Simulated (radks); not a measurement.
# Ti⁺ in [Ar] 3d2 4s1: an all-electron calculation

The task here is to estimate one member of a computed series from the others.

The numbers are computed with radks (a radial shooting solver on a logarithmic mesh, Libxc functionals) version 1 (Dirac Kohn-Sham, Wu-Cohen GGA, spin-unpolarised, spherical densities, finite nucleus; open shells fill j = l - 1/2 first), except any that are marked as measured or tabulated.

**The system**

| Quantity | Value |
| --- | --- |
| element | titanium (Z = 22) |
| charge | +1 |
| electrons | 21 |
| configuration | [Ar] 3d2 4s1 |
| nuclear rms radius | 3.5921 fm |

The first run:

Settings of this run:

```text
Z 22
configuration [Ar] 3d2 4s1 4p0 5s0 4d0 4f0
relativity Dirac
functional wc,pbe
spin unpolarised
j_filling energy
nucleus finite rms 3.5921 fm
c 137.035999084
```

Started as:

```bash
$ python run_ks.py task.json out
```

This one command runs every case of the session in turn.

One of the session's tables, all rows but one given; the rest of the session is left out.

From the orbitals of this run (lengths in bohr):

| level | <r> | outermost maximum (interpolated) | 90 % within | nodes |
| --- | --- | --- | --- | --- |
| 1s1/2 | 0.06962 | 0.0456 | 0.124 | 0 |
| 2s1/2 | 0.3250 | 0.269 | 0.505 | 1 |
| 2p1/2 | 0.2882 | 0.218 | 0.475 | 0 |
| 2p3/2 | 0.2908 | 0.220 | 0.478 | 0 |
| 3s1/2 | 1.008 | 0.870 | 1.51 | 2 |
| 3p1/2 | 1.081 | 0.897 | 1.67 | 1 |
| 3p3/2 | ? | ? | ? | ? |
| 3d3/2 | 1.514 | 0.976 | 2.64 | 0 |
| 3d5/2 | 1.519 | 0.978 | 2.65 | 0 |
| 4s1/2 | 3.174 | 2.75 | 4.69 | 3 |
| 4p1/2 | 3.911 | 3.32 | 5.85 | 2 |
| 4p3/2 | 3.933 | 3.34 | 5.88 | 2 |

Q: Estimate the row for 3p3/2 from the others.

**Answer.** <r>: 1.089; outermost maximum (interpolated): 0.904; 90 % within: 1.68; nodes: 1. In the column «<r>» it lies between 3p1/2 (1.081) and 3d3/2 (1.514).

Limits of these values: Spin polarisation and multiplet splitting are left out.
